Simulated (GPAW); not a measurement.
## HfB: single point with r2SCAN+U

Crystal: HfB.

```
Hf B
1.0
     0.00000    2.31000    2.31000
     2.31000    0.00000    2.31000
     2.31000    2.31000    0.00000
Hf B
1 1
Cartesian
  2.3100 2.3100 2.3100
  0.0000 0.0000 0.0000
```

```json
{"Program": "GPAW 26.7.0", "Task": "single point", "Functional": "r2SCAN", "Potentials or basis": "GPAW PAW data sets (gpaw-data 1.2.1)", "Cutoff": "800 eV", "Basis": "pw", "k mesh": "10 × 10 × 10", "Occupations": "fermi-dirac, width 0.05 eV", "Spin": "no spin polarisation", "Hubbard terms": "Hf d U = 3 eV", "Maxiter": "150"}
```

```json
{
 "Pressure": "42.9 GPa",
 "Band gap on the k mesh": "none (metal or under the smearing width)"
}
```

Levels at points of the mesh, in eV from the Fermi level:
```csv
k point,band 4,band 5,band 6,band 7,band 8,band 9,band 10,band 11,band 12,band 13
"(0.00, 0.00, 0.00)",-30.12,-10.41,3.12,3.12,3.12,4.05,4.05,4.05,4.31,4.31
"(0.50, 0.50, 0.00)",-30.37,-7.38,-1.44,-0.62,2.24,2.24,6.37,9.38,9.38,9.83
"(0.50, 0.50, 0.50)",-30.19,-5.28,-4.80,-1.47,-1.47,7.76,7.76,8.58,8.67,14.44
```

It took 66 s on 1 thread of Arm Neoverse V2, with other jobs on the host, peak memory 0.3 GiB.

Caveat: a pressure of tens of GPa on the cell as given is suspect, and the run, the potentials or the cell itself is likely at fault; the PAW data sets were made with another functional, which shifts forces and pressure a little; U without spin polarisation on a metal has little footing; the U is typed as a test and isn't derived for this compound. The run has no spin-orbit coupling, so splittings on Hf are missing.
